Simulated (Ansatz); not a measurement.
This script drives Ansatz 0.2.0, Python API.

The script, `ti4cuag.py`:
```python
'''Convergence of Ti4CuAg with the k-point mesh.'''

import ansatz as az
from tabulate import tabulate

FUNCTIONAL = 'lda'
OCCUPATIONS = 'fermi_dirac'
SIGMA = 0.05
TOLERANCE = 1e-10

cell = (
    az.Lattice.from_parameters(2.933795, 2.933795, 11.25451, alpha=90.0, beta=90.0, gamma=90.0)
    .atom('Ti', [0.5, 0.5, 0.180972])
    .atom('Ti', [0.0, 0.0, 0.652454])
    .atom('Ti', [0.0, 0.0, 0.347546])
    .atom('Ti', [0.5, 0.5, 0.819028])
    .atom('Cu', [0.5, 0.5, 0.5])
    .atom('Ag', [0.0, 0.0, 0.0])
)

job = (
    cell.calculation()
    .basis(18 * az.Ha)
    .functional(FUNCTIONAL)
    .occupations(OCCUPATIONS, width=SIGMA)
    .scf(tolerance=TOLERANCE)
    .forces()
    .stress()
)

rows = []
for value in [1.0, 0.6, 0.4, 0.3]:
    summary = job.kpoints(spacing=value).run().report
    rows.append((value, summary['free_energy_ev'] / len(summary['lattice']['sites']), summary['n_iterations'], sum(summary['stress_gpa'][i][i] for i in range(3)) / 3, max(abs(f) for row in summary['forces_ev_ang'] for f in row), summary['n_kpoints']))

print(tabulate(rows, headers=['spacing (1/A)', 'F/atom (eV)', 'iterations', 'P (GPa)', 'max component (eV/A)', 'k-points'], floatfmt='.4f', tablefmt='github'))

# the last row is the reference
for row in rows[:-1]:
    shift = 1000 * (row[1] - rows[-1][1])
    print(f'{row[0]}: {shift:+.2f} meV/atom' + ('  (within 2 meV)' if abs(shift) < 2 else ''))
```

It is started by `python ti4cuag.py`. How long does it take on 1 thread of Arm Neoverse V2 (shared host), and how much memory does it need?

It took about 27 s, with a peak of 0.53 GiB, for 4 runs of the engine.

`python ti4cuag.py` gives:
```text
|   spacing (1/A) |   F/atom (eV) |   iterations |   P (GPa) |   max component (eV/A) |   k-points |
|-----------------|---------------|--------------|-----------|------------------------|------------|
|          1.0000 |    -3969.3105 |           12 |   -8.9044 |                 0.4034 |          3 |
|          0.6000 |    -3969.2806 |           11 |   -7.9938 |                 0.1871 |          6 |
|          0.4000 |    -3969.2731 |           13 |   -7.8318 |                 0.0268 |         20 |
|          0.3000 |    -3969.2686 |           13 |   -7.7403 |                 0.0694 |         30 |
1.0: -41.84 meV/atom
0.6: -11.98 meV/atom
0.4: -4.54 meV/atom
```

Pressure is positive in compression. At these settings the cell as given stands under about -8 GPa, so it isn't at this functional's equilibrium volume. The structure comes from a database of computed cells and needn't be a stable or known phase. Shifts are counted from the finest mesh, which is itself no proven limit.
